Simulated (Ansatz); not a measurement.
# NiO: the cost of one run

Program: Ansatz 0.2.0. Level of theory: DFT PBE, scalar-relativistic, plane waves, PAW. These are calculated values, not measurements.

1 further run of the same task is left out (set aside as unsound or not needed).

## Step 1: The system as given

It takes space group Fm-3m (No. 225, cubic). The conventional cell has a = 4.216 Å, b = 4.216 Å, c = 4.216 Å, α = 90.00°, β = 90.00°, γ = 90.00°. Ni (site symmetry m-3m) is surrounded by 6 O at 2.11 Å. O (site symmetry m-3m) is surrounded by 6 Ni at 2.11 Å.

As a file:

```cif
data_structure
_symmetry_space_group_name_H-M 'Fm-3m'
_symmetry_Int_Tables_number 225
_cell_length_a 4.2164
_cell_length_b 4.2164
_cell_length_c 4.2164
_cell_angle_alpha 90.000
_cell_angle_beta 90.000
_cell_angle_gamma 90.000
_cell_volume 74.96
loop_
_atom_site_label
_atom_site_type_symbol
_atom_site_symmetry_multiplicity
_atom_site_Wyckoff_symbol
_atom_site_fract_x
_atom_site_fract_y
_atom_site_fract_z
_atom_site_occupancy
Ni1 Ni 4 a 0.00000 0.00000 0.00000 1
O1 O 4 b 0.50000 0.00000 0.00000 1
```

This cell was relaxed beforehand with the same method: volume 9.37 Å³/atom, gap on the mesh none (metal), site moments up to 1.5 μB.

## Step 2: Bands, states and charges

input.yaml

```yaml
crystal:
  lattice:
    - [0.0, 2.1081761852, 2.1081761852]
    - [2.1081761852, 0.0, 2.1081761852]
    - [2.1081761852, 2.1081761852, 0.0]
  atoms:
    - { symbol: Ni, position: [0.0, 0.0, 0.0], spin: 1.6 }
    - { symbol: O, position: [0.5, 0.5, 0.5], spin: 0.32 }
basis:
  ecutwfc: 420
kpoints:
  mp_grid: { grid: [18, 18, 18] }
  band_path:
    path:
      - [[0.0, 0.0, 0.0], [0.5, 0.0, 0.5], [0.625, 0.25, 0.625]]
      - [[0.375, 0.375, 0.75], [0.0, 0.0, 0.0], [0.5, 0.5, 0.5], [0.5, 0.25, 0.75], [0.5, 0.0, 0.5]]
    npoints: 14
hamiltonian:
  xc: pbe
scf:
  occupations: { method: gaussian, width: 0.1 }
  n_extra_bands: 6
output:
  forces: true
  stress: true
  eigenvalues: true
  populations: true
  dos: { projected: true, de: 0.02, nscf_kmesh: { grid: [27, 27, 27] } }
  bader: true
  write_density: true
  write_potential: true
  elf: true
  volumetric_format: npy
magnetization:
  spin_polarized: true
checkpoint:
  read: start.run
  write: ck
  compress: false
  write_wavefunctions: false
  write_every: 100000
```

Run with:

```
$ ansatz run input.yaml --threads 1 --pin off --max-ram 2560MiB --backend cpu --events-out ev --progress --plain --runs-dir out
```

Q: Estimate wall time and peak memory on 1 thread of Arm Neoverse V2, shared host.

About 28 s, with a peak of 0.4 GiB.
